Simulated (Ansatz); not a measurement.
**LuSb: the crystal squeezed far**

One table from this session's results is given with a row withheld; the runs are named, their logs left out.

Method: DFT PBEsol, with the methods named in each step, in Ansatz 0.2.0.

1 further run of the same task is left out (it didn't finish). Runs told in other sessions of the task aren't counted.

## Starting point

The structure is cubic, space group Pm-3m (No. 221). Conventional cell: a = 3.508 Å, b = 3.508 Å, c = 3.508 Å, α = 90.00°, β = 90.00°, γ = 90.00°. Lu (site symmetry m-3m) has 8 Sb at 3.04 Å in its first shell of neighbours. Sb (site symmetry m-3m) is surrounded by 8 Lu at 3.04 Å.

Coordinates:

```cif
data_structure
_symmetry_space_group_name_H-M 'Pm-3m'
_symmetry_Int_Tables_number 221
_cell_length_a 3.5077
_cell_length_b 3.5077
_cell_length_c 3.5077
_cell_angle_alpha 90.000
_cell_angle_beta 90.000
_cell_angle_gamma 90.000
_cell_volume 43.16
loop_
_atom_site_label
_atom_site_type_symbol
_atom_site_symmetry_multiplicity
_atom_site_Wyckoff_symbol
_atom_site_fract_x
_atom_site_fract_y
_atom_site_fract_z
_atom_site_occupancy
Lu1 Lu 1 a 0.00000 0.00000 0.00000 1
Sb1 Sb 1 b 0.50000 0.50000 0.50000 1
```

The file gives the conventional cell by its symmetry; the runs use the cell typed in the input.

Whether this phase is the stable one at these pressures isn't tested.

Atoms are numbered in the order of the input: Lu1, Sb2.

The first run:

input.yaml

```yaml
crystal:
  lattice:
    - [3.507660463, 0.0, 0.0]
    - [0.0, 3.507660463, 0.0]
    - [0.0, 0.0, 3.507660463]
  atoms:
    - { symbol: Lu, position: [0.0, 0.0, 0.0] }
    - { symbol: Sb, position: [0.5, 0.5, 0.5] }
kpoints:
  mp_grid: { grid: [11, 11, 11] }
scf:
  occupations: { method: fermi_dirac, width: 0.05 }
hamiltonian:
  xc: pbesol
  pseudopotentials: { kind: paw }
output:
  forces: true
  stress: true
relax:
  f_tol: 0.005
  max_steps: 40
  cell: {}
```

Launch:

```
ansatz run input.yaml --threads 1 --pin off --max-ram 2048MiB --backend cpu --events-out ev --progress --plain --runs-dir out
```

Steps of the session up to this table: Cell relaxed at zero pressure, PAW; Volume scaled by 1, PAW; Volume scaled by 0.95, PAW; Volume scaled by 0.95, PAW (source ansatz); Volume scaled by 0.85, PAW; Volume scaled by 0.75, PAW; Volume scaled by 0.65, PAW; Volume scaled by 0.55, PAW; Volume scaled by 0.45, PAW; Volume scaled by 0.4, PAW.

One of the session's tables, all rows but one given; the rest of the session is left out.

```
             method  volume over the first  volume (Å³/atom)  pressure (GPa)
                PAW                      1            24.891            0.05
                PAW                   0.95            23.646            4.15
                PAW                   0.85                 ?               ?
                PAW                   0.75            18.668           36.08
                PAW                   0.65            16.179           71.16
                PAW                   0.55            13.690          138.21
                PAW                   0.45            11.201          277.59
                PAW                    0.4             9.956          412.99
PAW (source ansatz)                   0.95            23.646            4.19
```

Q: Estimate the row for PAW, 0.85 from the others.

As computed: volume (Å³/atom): 21.157; pressure (GPa): 16.02. In the column «volume (Å³/atom)» it lies between PAW, 0.75 (18.668) and PAW, 0.95 (23.646).

Caveats from the session: At pressures up to 413 GPa the PAW spheres may overlap and frozen cores may not hold, so those PAW values are rough without an all-electron check.
